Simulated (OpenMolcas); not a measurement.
# C2H9NSi (SMILES CN(C)[SiH3]) at HF/6-31G(d) (Cartesian functions)

Aim: an optimisation with harmonic vibrations of C2H9NSi. 

The calculation is run with OpenMolcas 26.06.

1 further run of the same task is left out (set aside as unsound or not needed).

### Step 1. The system as given

The species is C2H9NSi (13 atoms), meant as a singlet with charge 0. SMILES: `CN(C)[SiH3]`. Geometry: relaxed at PBE0-D4/def2-TZVP. The run starts from this shape.

Bond lengths: C1–N2 1.442 Å, N2–C3 1.442 Å, N2–Si4 1.717 Å, C1–H5 1.101 Å, C1–H6 1.097 Å, C1–H7 1.092 Å, C3–H8 1.097 Å, C3–H9 1.101 Å, C3–H10 1.092 Å, Si4–H11 1.497 Å, Si4–H12 1.487 Å, Si4–H13 1.487 Å. Some angles: C1–N2–C3 113.7°, C1–N2–Si4 120.9°, C3–N2–Si4 120.9°, N2–C1–H5 112.8°, N2–C1–H6 110.4°, N2–C1–H7 110.5°, N2–C3–H8 110.4°, N2–C3–H9 112.8°, N2–C3–H10 110.5°, N2–Si4–H11 115.3°.

### Step 2. An optimisation with harmonic vibrations at HF/6-31G(d) (Cartesian functions)

job.input

```
&GATEWAY
BasLib=$CurrDir
Coord
13
bohr
C     -1.61269227     1.98704702    -1.07223060
N     -0.12150939     0.19161823     0.33429255
C      2.37595266     1.08999403     0.95185505
Si    -0.76420524    -2.98652317     0.19256309
H     -0.78631504     2.44247102    -2.92624090
H     -1.79051550     3.76338958    -0.01776343
H     -3.51621340     1.25421123    -1.38970459
H      2.26275806     2.85178569     2.03901449
H      3.53397683     1.47077384    -0.73396963
H      3.37712956    -0.29612008     2.10836744
H      0.12982418    -4.29969385    -2.14880758
H     -3.55211820    -3.31136709     0.31558426
H      0.50191126    -4.22297097     2.37481882
Basis=6-31Gs
Group=NoSym
>>> EXPORT MOLCAS_MAXITER=50
>>> Do While
&SEWARD
&SCF
PrOrbitals=0
&SLAPAF
>>> EndDo
>>> COPY $Project.Opt.xyz $CurrDir/final.xyz
>>> COPY $Project.slapaf.h5 $CurrDir/final.slapaf.h5
&MCKINLEY
&MCLR
Thermochemistry
1
1.0
298.15
End of PT
```

The basis set 6-31G* is read from a file made from the Basis Set Exchange's data (not shown).

Command:

```
$ export MOLCAS_MEM=1860
$ pymolcas job.input > job.log
```

Standard output:

```text
--- Start Module: gateway ---
[...]
--- Stop Module: gateway /rc=_RC_ALL_IS_WELL_ ---
[...]
      Basis functions           82
[...]
       Convergence after  10 Iterations
[...]
::    Total SCF energy                               -424.3341657229
[...]
 *              Molecular gradients               *
 **************************************************
  Irreducible representation: a
 ------------------------------------------------------------------------------------------
                              X                       Y                       Z
 ------------------------------------------------------------------------------------------
  C1                5.11489949493837E-03   -7.47505299562690E-03    4.46797294477896E-03
  N2               -3.81413994329310E-04    1.60615298689493E-04    7.91124068029614E-04
  C3               -8.74537624572902E-03   -4.34106259006839E-03   -2.51948696052406E-03
  SI4               2.00921825960121E-03    7.43272891742919E-03   -7.34515967870053E-04
  H5                2.48024621687037E-03    1.74199078008308E-03   -5.88115140791512E-03
  H6               -3.35051594612001E-04    5.68249737528292E-03    3.42369855580049E-03
  H7               -5.48913055564970E-03   -2.75433339143383E-03   -8.61740568689928E-04
  H8               -5.20869351694098E-04    5.70770469276471E-03    3.31578355772644E-03
[...]
 Geometry is converged in   7 iterations to a Minimum Structure
*****************************************************************************************************************
*****************************************************************************************************************
++ Geometry section
********************************************************************************
  Geometrical information of the final structure
********************************************************************************
  NOTE: on convergence the final predicted structure will be printed here.
  This is not identical to the structure printed in the head of the output.
 *********************************************************
[...]
       Convergence after   4 Iterations
[...]
::    Total SCF energy                               -424.3347857879
[...]
      Total spin, S                                     0.0000000000
[...]
      Total electronic charge=   42.000000
      Total            charge=   -0.000000
[...]
      Dipole Moment (debye):
      Origin of the operator (angstrom)=   -0.0971   -0.3140    0.0574
                   X=  3.3767E-01               Y=  8.5886E-01               Z= -2.8496E-01           Total=  9.6585E-01
      Quadrupole Moment (debye*angstrom):
[...]
--- Start Module: mclr ---
[...]
     Frequency:         0.03      0.04      0.04      4.57      5.34      7.19
[...]
     Frequency:       120.17    137.46    217.56    270.11    302.57    396.22
[...]
--- Stop Module: mclr /rc=_RC_ALL_IS_WELL_ ---
[...]
--- Start Module: mclr ---
[...]
        Frequency:         3216.14 cm-1
      ---------------------------------
[...]
        Frequency:         3216.65 cm-1
      ---------------------------------
[...]
        Frequency:         3272.71 cm-1
      ---------------------------------
[...]
        Frequency:         3274.93 cm-1
      ---------------------------------
[...]
--- Stop Module: mclr /rc=_RC_ALL_IS_WELL_ ---
[...]
```

It took 74 s on 1 thread of Arm Neoverse V1, shared host; peak memory 0.46 GiB.

### Step 3. What came out

Level: HF/6-31G* (Cartesian functions).

```
                                                           quantity             value
                                                       total energy     -424.33479 Eh
                                                      dipole moment            0.97 D
                                                        HOMO energy          -9.50 eV
                                                        LUMO energy           4.30 eV
                                                      HOMO–LUMO gap          13.81 eV
                                         lowest harmonic wavenumber          120 cm⁻¹
                                        highest harmonic wavenumber         3275 cm⁻¹
                                                  zero-point energy      303.0 kJ/mol
ideal-gas entropy at 298.15 K and 1 atm (symmetry number 1 as used)  77.4 cal/(mol K)
```

In words: At the final geometry: Bond lengths: C1–N2 1.448 Å, N2–C3 1.448 Å, N2–Si4 1.724 Å, C1–H5 1.091 Å, C1–H6 1.087 Å, C1–H7 1.084 Å, C3–H8 1.087 Å, C3–H9 1.091 Å, C3–H10 1.084 Å, Si4–H11 1.485 Å, Si4–H12 1.475 Å, Si4–H13 1.475 Å. Some angles: C1–N2–C3 113.3°, C1–N2–Si4 121.2°, C3–N2–Si4 121.2°, N2–C1–H5 112.5°, N2–C1–H6 110.3°, N2–C1–H7 110.6°, N2–C3–H8 110.3°, N2–C3–H9 112.5°, N2–C3–H10 110.6°, N2–Si4–H11 114.9°. All 33 modes are real, so the shape is a minimum at this level.
